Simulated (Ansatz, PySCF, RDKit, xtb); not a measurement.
# CHBGe: from the formula to a structure, part 2 of 2

Given the formula CHBGe and nothing else, which arrangement of the atoms is the most stable in the gas at 298.15 K, and what are its properties?

xtb, Ansatz and PySCF; isolated molecules. Earlier steps stand in the parts before.

### Step 13. Frequencies after a tight-binding relaxation (GFN2-xTB)

Contents of start.xyz:

```xyz
4
c455
C      0.000000     0.000000    -0.539343
B      0.000000     0.000000     0.831624
Ge     0.000000     0.000000    -2.307556
H      0.000000     0.000000     2.015274
```

The run is started by

```sh
$ xtb start.xyz --gfn 2 --ohess tight
```

The program printed, shortened:

```text
* xtb version 6.7.1
[...]
          :  # basis functions                  19          :
[...]
          :  # electrons                        12          :
[...]
          :  Hamiltonian                  GFN2-xTB          :
[...]
          :  net charge                          0          :
          :  unpaired electrons                  0          :
[...]
   *** convergence criteria satisfied after 21 iterations ***
[...]
   *** GEOMETRY OPTIMIZATION CONVERGED AFTER 4 ITERATIONS ***
[...]
   *** convergence criteria satisfied after 3 iterations ***
[...]
         ::                     SUMMARY                     ::
         :::::::::::::::::::::::::::::::::::::::::::::::::::::
         :: total energy              -5.720784267772 Eh    ::
         :: gradient norm              0.000223087467 Eh/a0 ::
         :: HOMO-LUMO gap              2.563149998726 eV    ::
         ::.................................................::
         :: SCC energy                -5.809769815058 Eh    ::
         :: -> isotropic ES            0.015036759589 Eh    ::
         :: -> anisotropic ES          0.005977555606 Eh    ::
         :: -> anisotropic XC         -0.000432402683 Eh    ::
         :: -> dispersion             -0.002063574862 Eh    ::
         :: repulsion energy           0.088985547286 Eh    ::
         :: add. restraining           0.000000000000 Eh    ::
         :: total charge              -0.000000000000 e     ::
         :::::::::::::::::::::::::::::::::::::::::::::::::::::
[...]
         6        2.0000           -0.3371358              -9.1739 (HOMO)
         7                         -0.2429419              -6.6108 (LUMO)
[...]
     #   Z          covCN         q      C6AA      α(0)
     1   6 C        1.809    -0.284    39.883    10.205
     2   5 B        1.854     0.191    38.168    13.012
     3  32 Ge       0.903     0.191   283.323    36.001
     4   1 H        0.945    -0.099     5.503     3.667
[...]
molecular dipole:
                 x           y           z       tot (Debye)
 q only:       -0.000      -0.000      -0.623
   full:       -0.000      -0.000      -0.812       2.065
molecular quadrupole (traceless):
[...]
          | TOTAL ENERGY               -5.720784267670 Eh   |
          | TOTAL ENTHALPY             -5.700345730544 Eh   |
          | TOTAL FREE ENERGY          -5.729973117467 Eh   |
          | GRADIENT NORM               0.000222205840 Eh/α |
[...]
```

It took 0.1 s on 1 thread of Intel Xeon at 2.50GHz (Skylake/Cascade Lake), shared host.

### Step 14. Electronic excitations (TD-B3LYP/def2-SVPD)

An in-house driver calls PySCF's response routines at TD-B3LYP/def2-SVPD; it has no typed input.

The program printed:

```text
coarse grid: 20248 points
cycle   1  E = -2140.0689420496  dE = -3.658e-01  |g| = 7.465e-01  |ddm| = 3.920e+00
cycle   2  E = -2138.5621075650  dE =  1.507e+00  |g| = 1.958e+00  |ddm| = 2.820e+00
cycle   3  E = -2140.1284752670  dE = -1.566e+00  |g| = 4.344e-01  |ddm| = 2.556e+00
cycle   4  E = -2140.2045371100  dE = -7.606e-02  |g| = 1.954e-01  |ddm| = 8.359e-01
cycle   5  E = -2140.2167970981  dE = -1.226e-02  |g| = 6.660e-02  |ddm| = 3.301e-01
cycle   6  E = -2140.2179192047  dE = -1.122e-03  |g| = 9.094e-03  |ddm| = 6.991e-02
cycle   7  E = -2140.2179386023  dE = -1.940e-05  |g| = 2.600e-03  |ddm| = 1.648e-02
cycle   8  E = -2140.2179410183  dE = -2.416e-06  |g| = 2.469e-04  |ddm| = 2.496e-03
final grid: 40832 points
cycle   9  E = -2140.2179179471  dE =  1.663e-07  |g| = 6.907e-04  |ddm| = 1.294e-03
cycle  10  E = -2140.2179165540  dE =  1.393e-06  |g| = 1.991e-03  |ddm| = 3.328e-03
cycle  11  E = -2140.2179181397  dE = -1.586e-06  |g| = 3.310e-05  |ddm| = 2.437e-03
cycle  12  E = -2140.2179181399  dE = -2.096e-10  |g| = 8.456e-06  |ddm| = 4.276e-05
converged SCF energy = -2140.2179181399

Static polarisability (au): isotropic 64.241, principal 45.076 45.076 102.570

Singlet excitations
state   eV       nm        f      main configurations
  1   2.9217    424.4   0.00000   H->L 0.47, H-1->L+1 0.47
  2   3.0778    402.8   0.00000   H-1->L 0.49, H->L+1 0.49
  3   3.0778    402.8   0.00000   H-1->L+1 0.49, H->L 0.49
  4   4.3482    285.1   0.03166   H-2->L 0.78, H-2->L+1 0.20
  5   4.3482    285.1   0.03166   H-2->L+1 0.78, H-2->L 0.20
  6   5.3709    230.8   0.68324   H-1->L 0.44, H->L+1 0.44
  7   6.4687    191.7   0.00000   H-1->L+4 0.41, H->L+3 0.41, H->L+4 0.09
  8   6.5508    189.3   0.11978   H-1->L+2 0.99

Triplet excitations (Tamm-Dancoff, eV): 2.3688 2.5794 2.5794
```

Run time: 6.9 s. Hardware: 1 thread of Intel Xeon at 2.50GHz (Skylake/Cascade Lake), shared host.

The roots found:

```
excited state  energy (eV)  strength
            1        2.922    0.0000
            2        3.078    0.0000
            3        3.078    0.0000
            4        4.348    0.0317
            5        4.348    0.0317
            6        5.371    0.6832
            7        6.469    0.0000
            8        6.551    0.1198
```

### Step 15. NMR shieldings (GIAO PBE0/pcSseg-1)

An in-house driver calls PySCF's response routines at GIAO PBE0/pcSseg-1; it has no typed input.

The program printed:

```text
coarse grid: 20248 points
cycle   1  E = -2139.7355852675  dE = -4.329e-01  |g| = 1.022e+00  |ddm| = 2.073e+00
cycle   2  E = -2138.4810876330  dE =  1.254e+00  |g| = 2.028e+00  |ddm| = 2.137e+00
cycle   3  E = -2139.7713065219  dE = -1.290e+00  |g| = 5.013e-01  |ddm| = 2.101e+00
cycle   4  E = -2139.8801007934  dE = -1.088e-01  |g| = 1.837e-01  |ddm| = 6.624e-01
cycle   5  E = -2139.8887578726  dE = -8.657e-03  |g| = 1.063e-01  |ddm| = 2.208e-01
cycle   6  E = -2139.8916672936  dE = -2.909e-03  |g| = 1.349e-02  |ddm| = 7.728e-02
cycle   7  E = -2139.8917167634  dE = -4.947e-05  |g| = 2.460e-03  |ddm| = 1.400e-02
cycle   8  E = -2139.8917189813  dE = -2.218e-06  |g| = 9.874e-05  |ddm| = 2.244e-03
final grid: 40832 points
cycle   9  E = -2139.8917010390  dE = -3.045e-09  |g| = 5.076e-05  |ddm| = 3.276e-04
cycle  10  E = -2139.8917010371  dE =  1.845e-09  |g| = 9.235e-05  |ddm| = 1.354e-04
cycle  11  E = -2139.8917010398  dE = -2.621e-09  |g| = 1.254e-05  |ddm| = 8.327e-05
cycle  12  E = -2139.8917010398  dE = -3.183e-11  |g| = 1.009e-05  |ddm| = 1.940e-05
converged SCF energy = -2139.8917010398

GIAO shielding tensors (ppm)
atom      isotropic    diamagn.    paramagn.     s11        s22        s33       span
  0 C        3.537     266.121    -262.584   -139.235   -139.235    289.081    428.315
  1 B       99.350     204.437    -105.086     40.989     40.989    216.074    175.085
  2 Ge     816.195    2756.612   -1940.418   -155.799   -155.798   2760.181   2915.980
  3 H       29.890      28.919       0.971     26.373     26.373     36.925     10.553
```

Run time: 7.5 s. Hardware: 1 thread of Intel Xeon at 2.50GHz (Skylake/Cascade Lake), shared host.

Isotropic shieldings, averaged over atoms that the bond graph makes equivalent (absolute, not shifts):

```
atoms  shielding (ppm)
   C1              3.5
   B2             99.4
  Ge3            816.2
   H4            29.89
```

### Step 16. The cation at the same geometry (PBE0/def2-TZVPD)

Contents of input.yaml:

```yaml
crystal:
  periodic: [false, false, false]
  atoms:
    - symbol: C
      position_ang: [0.000000, 0.000000, -0.539343]
    - symbol: B
      position_ang: [0.000000, 0.000000, 0.831624]
    - symbol: Ge
      position_ang: [0.000000, 0.000000, -2.307556]
    - symbol: H
      position_ang: [0.000000, 0.000000, 2.015274]
basis:
  gaussian:
    orbitals: def2-TZVPD
hamiltonian:
  xc: pbe0
total_charge: 1
magnetization:
  spin_polarized: true
  initial_magnetization: 1
```

The run is started by

```sh
$ ansatz run input.yaml --threads 1 --pin off --max-ram 2610MiB --events-out events.jsonl --progress --plain --runs-dir runs
```

The program printed:

```text
Warning: RAYON_NUM_THREADS=1 ignored (pool sized by the plan → 1); use --threads N
Functional definition: PBE0
  name "PBE0"
  parameter a = 0.25
  parameter kappa = 0.804
  parameter beta = 0.06672455060314922
  exchange = (1 - a)*pbe_x(kappa = kappa, mu = beta*pi^2/3) + a*exact_x
  correlation = pbe_c(beta = beta)
816 factors; their error is unknown
mean field evaluation 1: about -58200.9804 eV, gradient 6.7e1 eV
mean field evaluation 2: about -58073.8219 eV, gradient 1.2e2 eV
mean field evaluation 4: about -58218.0323 eV, gradient 3.2e1 eV
mean field evaluation 8: about -58225.6662 eV, gradient 2.0e-1 eV
mean field evaluation 16: about -58225.9001 eV, gradient 5.4e-3 eV
mean field evaluation 32: about -58223.8345 eV, gradient 1.4e1 eV
mean field -58227.08271036 eV, -2139.8058218717 hartree, gradient 1.2e-5 eV, S^2 0.753596; 4 other end points of the search recorded, 0 dependent functions left out
reference -58227.08273764 eV, -2139.8058228741 hartree; 22, 21 occupied and 115, 116 virtual orbitals, 816 factors
Total energy: -58227.08273764 eV, -2139.8058228741 hartree
```

It took 45 s on 1 thread of Intel Xeon at 2.50GHz (Skylake/Cascade Lake), shared host.

Difference from the parent: 9.08 eV.

### Step 17. The anion at the same geometry (PBE0/def2-TZVPD)

Contents of input.yaml:

```yaml
crystal:
  periodic: [false, false, false]
  atoms:
    - {symbol: C, position_ang: [0.000000, 0.000000, -0.539343]}
    - {symbol: B, position_ang: [0.000000, 0.000000, 0.831624]}
    - {symbol: Ge, position_ang: [0.000000, 0.000000, -2.307556]}
    - {symbol: H, position_ang: [0.000000, 0.000000, 2.015274]}
basis:
  gaussian: {orbitals: def2-TZVPD}
total_charge: -1
hamiltonian: {xc: pbe0}
scf: {lower_state_search: "off"}
magnetization: {spin_polarized: true, initial_magnetization: 1}
```

The run is started by

```sh
$ ansatz run input.yaml --threads 1 --pin off --max-ram 2610MiB --events-out events.jsonl --progress --plain --runs-dir runs
```

The program printed, shortened:

```text
Warning: RAYON_NUM_THREADS=1 ignored (pool sized by the plan → 1); use --threads N
Functional definition: PBE0
  name "PBE0"
[...]
816 factors; their error is unknown
[...]
mean field -58236.87959302 eV, -2140.1658506689 hartree, gradient 5.2e-6 eV, S^2 0.770565; 0 other end points of the search recorded, 0 dependent functions left out
reference -58236.87962155 eV, -2140.1658517171 hartree; 23, 22 occupied and 114, 115 virtual orbitals, 816 factors
Total energy: -58236.87962155 eV, -2140.1658517171 hartree
Checks for a lower state left out: stability, starts, cluster_reference, orbital_swaps, neighbouring_geometries, increment
```

Run time: 7.2 s. Hardware: 1 thread of Intel Xeon at 2.50GHz (Skylake/Cascade Lake), shared host.

Parent less the species with the added electron: 0.72 eV.

### Step 18. The triplet at the same geometry (PBE0/def2-TZVPD)

input.yaml, as its differences from that of step 17:

```diff
@@ -8,6 +8,8 @@
 basis:
-  gaussian: {orbitals: def2-TZVPD}
-total_charge: -1
-hamiltonian: {xc: pbe0}
-scf: {lower_state_search: "off"}
-magnetization: {spin_polarized: true, initial_magnetization: 1}
+  gaussian:
+    orbitals: def2-TZVPD
+magnetization:
+  spin_polarized: true
+  initial_magnetization: 2
+hamiltonian:
+  xc: {name: PBE0}
```

The run is started by

```sh
$ ansatz run input.yaml --threads 1 --pin off --max-ram 2610MiB --events-out events.jsonl --progress --plain --runs-dir runs
```

The program printed:

```text
Warning: RAYON_NUM_THREADS=1 ignored (pool sized by the plan → 1); use --threads N
Functional definition: PBE0
  name "PBE0"
  parameter a = 0.25
  parameter kappa = 0.804
  parameter beta = 0.06672455060314922
  exchange = (1 - a)*pbe_x(kappa = kappa, mu = beta*pi^2/3) + a*exact_x
  correlation = pbe_c(beta = beta)
816 factors; their error is unknown
mean field evaluation 1: about -58216.6615 eV, gradient 5.2e1 eV
mean field evaluation 2: about -58090.4614 eV, gradient 1.2e2 eV
mean field evaluation 4: about -58229.9350 eV, gradient 1.9e1 eV
mean field evaluation 8: about -58232.6245 eV, gradient 1.4e-1 eV
mean field evaluation 16: about -58232.8595 eV, gradient 3.6e-3 eV
mean field evaluation 32: about -58233.8114 eV, gradient 1.4e-5 eV
mean field evaluation 64: about -58233.6265 eV, gradient 1.4e0 eV
mean field -58233.81140501 eV, -2140.0530968389 hartree, gradient 2.7e-5 eV, S^2 2.007761; 5 other end points of the search recorded, 0 dependent functions left out
reference -58233.81143534 eV, -2140.0530979536 hartree; 23, 21 occupied and 114, 116 virtual orbitals, 816 factors
Total energy: -58233.81143534 eV, -2140.0530979536 hartree
```

Run time: 43 s. Hardware: 1 thread of Intel Xeon at 2.50GHz (Skylake/Cascade Lake), shared host.

It lies 2.35 eV above the singlet.

### Step 19. Stability of the closed-shell solution (PBE0/def2-SVP)

Contents of run.py:

```python
from pyscf import gto, dft

system = gto.Mole()
system.atom = [
    ('C', (0.000000, 0.000000, -0.539343)),
    ('B', (0.000000, 0.000000, 0.831624)),
    ('Ge', (0.000000, 0.000000, -2.307556)),
    ('H', (0.000000, 0.000000, 2.015274)),
]
system.max_memory = 1860
system.basis = 'def2-svp'
system.verbose = 3
system.spin = 0
system.build()

calc0 = dft.RKS(system, xc='pbe0')
calc0 = calc0.density_fit(auxbasis='def2-universal-jkfit')
calc0.max_cycle = 100
calc0.grids.level = 3
calc0.kernel()
if not calc0.converged:
    calc0 = calc0.newton().run(calc0.mo_coeff, calc0.mo_occ)

e_tot = calc0.e_tot
print(f'total energy: {e_tot:.8f} hartree')
mo_i, mo_e, stable_i, stable_e = calc0.stability(internal=True, external=True, return_status=True)
print('stable: internal', stable_i, 'external', stable_e)
```

The run is started by

```sh
$ OMP_NUM_THREADS=1 python run.py
```

The program printed:

```text
converged SCF energy = -2139.80977803867
total energy: -2139.80977804 hartree
<class 'pyscf.df.df_jk.DFRKS'> wavefunction is stable in the internal stability analysis
<class 'pyscf.df.df_jk.DFRKS'> wavefunction is stable in the real -> complex stability analysis
<class 'pyscf.df.df_jk.DFRKS'> wavefunction is stable in the RHF/RKS -> UHF/UKS stability analysis
stable: internal True external True
```

Wall time 50 s (1 thread of Intel Xeon at 2.50GHz (Skylake/Cascade Lake), shared host).

### Step 20. Summary of results

The summary covers parts 1 to 2.

| quantity | value |
| --- | --- |
| lowest structure found | B=[C]=[Ge], singlet, C∞v |
| next finalist | [B]1[CH][Ge]1 ‡, singlet, 13.4 kcal/mol higher in G |
| share at equilibrium, among the finalists | 100.0 % |
| funnel | 13 starts, 7 minima at GFN2-xTB, 6 screening runs, 3 relaxed, 3 ranked |
| CPU time of all runs | 19 min |
| harmonic wavenumbers, lowest and highest (B3LYP-D3(BJ)/def2-SVP) | 127 and 2822 cm⁻¹ |
| rotational constants, same geometry | 0.1336 cm⁻¹ |
| dipole moment (PBE0/def2-TZVPD) | 0.38 D |
| HOMO energy (PBE0/def2-TZVPD) | -7.13 eV |
| LUMO energy (PBE0/def2-TZVPD) | -2.49 eV |
| HOMO–LUMO gap (PBE0/def2-TZVPD) | 4.65 eV |
| lowest excitation (TD-B3LYP/def2-SVPD) | 2.92 eV (f = 0.000) |
| lowest triplet excitation, same level, Tamm-Dancoff | 2.37 eV |
| vertical ionisation energy | 9.08 eV |
| vertical electron affinity | 0.72 eV |
| vertical triplet less singlet | +2.35 eV |

In words: The search ends on `B=[C]=[Ge]`. Among the finalists first place is clear (13.4 kcal/mol); structures outside the list aren't covered. HF/STO-3G, r2SCAN-D4/def2-SVP, B3LYP-D3(BJ)/def2-SVP, HF/def2-TZVPP and MP2/def2-TZVPP already put its bonding pattern lowest among the structures in one piece. The largest share of the time went into the relaxations (42 %). Lowest found is not proven lowest: the search is finite, and each finalist counts with one conformer. The lowest isomer need not be the one that is made and kept in a bottle, which depends on barriers.

‡ marks the bonded skeleton alone, with all bonds drawn single: no Lewis structure was assigned that passes a check against the bond lengths.
